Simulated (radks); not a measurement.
**Sn⁴⁺ in [Kr] 4d8 4f2: an all-electron calculation**

The task here is to estimate one member of a computed series from the others.

Program: radks (a radial shooting solver on a logarithmic mesh, Libxc functionals) version 1. Level of theory: non-relativistic Kohn-Sham, LDA (Slater exchange, Perdew-Wang correlation), spin-unpolarised, spherical densities, point nucleus. These are calculated values, not measurements, unless marked.

**The system**

* element: tin (Z = 50)
* charge: +4
* electrons: 46
* configuration: [Kr] 4d8 4f2

The outer shells:

Sn⁴⁺
```
[Kr] core
4d [↑↓][↑↓][↑↓][↑ ][↑ ]
4f [↑ ][↑ ][  ][  ][  ][  ][  ]
```

The first run:

Settings of this run:

```text
Z 50
configuration [Kr] 4d8 4f2 5s0 5p0 5d0 5f0
relativity non-relativistic
functional lda,pw
spin unpolarised
nucleus point
```

The run is started by

```sh
python run_ks.py task.json out
```

The same process makes all the runs of this session.

One of the session's tables, all rows but one given; the rest of the session is left out.

It belongs to the step «Radial structure». Radial moments (bohr):

| level | <r> | outermost maximum (interpolated) | 90 % within | nodes |
| --- | --- | --- | --- | --- |
| 1s | 0.03045 | 0.0202 | 0.0541 | 0 |
| 2s | 0.1315 | 0.112 | 0.202 | 1 |
| 2p | ? | ? | ? | ? |
| 3s | 0.3530 | 0.320 | 0.518 | 2 |
| 3p | 0.3437 | 0.307 | 0.515 | 1 |
| 3d | 0.3144 | 0.251 | 0.495 | 0 |
| 4s | 0.8391 | 0.768 | 1.21 | 3 |
| 4p | 0.8828 | 0.794 | 1.29 | 2 |
| 4d | 1.021 | 0.863 | 1.56 | 1 |
| 5s | 2.004 | 1.84 | 2.85 | 4 |
| 5p | 2.233 | 2.03 | 3.20 | 3 |
| 5d | 2.875 | 2.63 | 4.14 | 2 |
| 4f | 2.197 | 1.73 | 3.62 | 0 |
| 5f | 4.653 | 4.82 | 7.01 | 1 |

**Question.** Estimate the row for 2p.

The run gave: <r>: 0.1121; outermost maximum (interpolated): 0.0873; 90 % within: 0.182; nodes: 0. In the column «<r>» it lies between 1s (0.03045) and 2s (0.1315).
